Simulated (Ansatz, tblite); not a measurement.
**Mer-ScBr3(H2O)3 (Br₃H₆O₃Sc): rung by rung**

An exercise on one series of results from a longer session: the logs are not shown, and one member is left open.

Program: Ansatz 0.2.0, Gaussian basis. Level of theory: as each input shows. These are calculated values, not measurements.

Levels to be run: GFN1-xTB, GFN2-xTB, PBE-D4/def2-TZVP, r2SCAN-D4/def2-TZVP, BLYP-D4/def2-TZVP, PBE-QIDH/def2-TZVP, r2SCANh-D4/def2-TZVP, PBE-D4/def2-SVP, PBE0-D4/def2-SVP, MP2/def2-TZVP, RPA/def2-TZVP.

1 further run of the same task is left out (set aside as unsound or not needed). Runs told in other sessions of the task aren't counted.

## The relaxed structure

The singlet was relaxed beforehand with PBE0-D4/def2-SVP.

13 atoms, charge 0, spin multiplicity 1.

Bond lengths: Br1–Sc7 2.599 Å, Br2–Sc7 2.527 Å, Br3–Sc7 2.518 Å, O4–Sc7 2.227 Å, O4–H8 0.968 Å, O4–H9 0.968 Å, O5–Sc7 2.211 Å, O5–H10 0.972 Å, O5–H11 0.971 Å, O6–Sc7 2.192 Å, O6–H12 0.969 Å, O6–H13 0.968 Å. Angles: Sc7–O4–H8 113.1°, Sc7–O4–H9 111.9°, H8–O4–H9 110.3°, Sc7–O5–H10 102.4°, Sc7–O5–H11 105.3°, H10–O5–H11 105.6°, Sc7–O6–H12 110.9°, Sc7–O6–H13 112.5°, H12–O6–H13 108.3°, Br1–Sc7–Br2 154.1°, Br1–Sc7–Br3 101.8°, Br1–Sc7–O4 78.9°, Br1–Sc7–O5 85.3°, Br1–Sc7–O6 81.9°, Br2–Sc7–Br3 101.4°, Br2–Sc7–O4 80.7°, Br2–Sc7–O5 108.6°, Br2–Sc7–O6 86.0° and more.

No spin-orbit coupling is included.

PBE0-D4/def2-TZVP was run before; its log isn't repeated, and its numbers join the tables.

The first run:

Tight binding, by tblite at 300 K electronic temperature and without a spin-polarisation term:

```python
tblite.interface.Calculator('GFN1-xTB', numbers, positions, charge=0, uhf=0).singlepoint()
```

Tight binding, by tblite at 300 K electronic temperature and without a spin-polarisation term:

```python
tblite.interface.Calculator('GFN2-xTB', numbers, positions, charge=0, uhf=0).singlepoint()
```

start.molden holds the orbitals of an earlier run on this state, given as this run's starting guess.

File in.yaml:

```yaml
crystal:
  periodic: [false, false, false]
  atoms:
    - {symbol: Br, position_ang: [-0.019289, 0.011915, 2.341430]}
    - {symbol: Br, position_ang: [-0.399395, -0.518132, -2.611240]}
    - {symbol: Br, position_ang: [2.776172, 0.239088, -0.467916]}
    - {symbol: O, position_ang: [-1.926632, 0.307611, -0.059899]}
    - {symbol: O, position_ang: [0.356596, 2.237052, -0.028237]}
    - {symbol: O, position_ang: [0.414648, -2.129380, 0.064076]}
    - {symbol: Sc, position_ang: [0.276521, 0.037401, -0.240102]}
    - {symbol: H, position_ang: [-2.280616, -0.007242, 0.783985]}
    - {symbol: H, position_ang: [-2.402012, -0.100861, -0.797813]}
    - {symbol: H, position_ang: [1.306951, 2.421183, -0.120285]}
    - {symbol: H, position_ang: [0.146493, 2.411815, 0.903403]}
    - {symbol: H, position_ang: [0.873939, -2.334152, 0.891816]}
    - {symbol: H, position_ang: [0.876624, -2.576308, -0.659218]}
basis:
  gaussian: {orbitals: def2-TZVP, initial_orbitals: start.molden}
hamiltonian: {xc: pbe, dispersion: d4}
scf: {omitted_lower_state_checks: [starts]}
output: {forces: true, orbitals: {seedname: orbitals}}
```

Started as:

```sh
ansatz run in.yaml --threads 4 --pin off --events-out ev --progress --plain --max-ram 4787MiB
```

Steps of the session up to this table: PBE-D4/def2-TZVP; r2SCAN-D4/def2-TZVP; BLYP-D4/def2-TZVP; PBE-QIDH/def2-TZVP; r2SCANh-D4/def2-TZVP; PBE-D4/def2-SVP; PBE0-D4/def2-SVP; MP2/def2-TZVP; RPA/def2-TZVP.

One of the session's tables, all rows but one given; the rest of the session is left out.

It belongs to the step «Binding energy». 

```
            level  binding an atom (eV)
     HF/def2-TZVP                 2.513
  PBE-D4/def2-SVP                 3.647
BLYP-D4/def2-TZVP                     ?
 PBE0-D4/def2-SVP                 3.545
PBE0-D4/def2-TZVP                 3.513
    MP2/def2-TZVP                 3.545
```

**Question.** Estimate the row for BLYP-D4/def2-TZVP.

**Answer.** binding an atom (eV): 3.539. In the column «binding an atom (eV)» it lies between PBE0-D4/def2-TZVP (3.513) and PBE0-D4/def2-SVP (3.545).

Caveats from the session: Free atoms were run apart at each level; binding is atoms less cluster, divided by the number of atoms, without zero-point or spin-orbit terms.
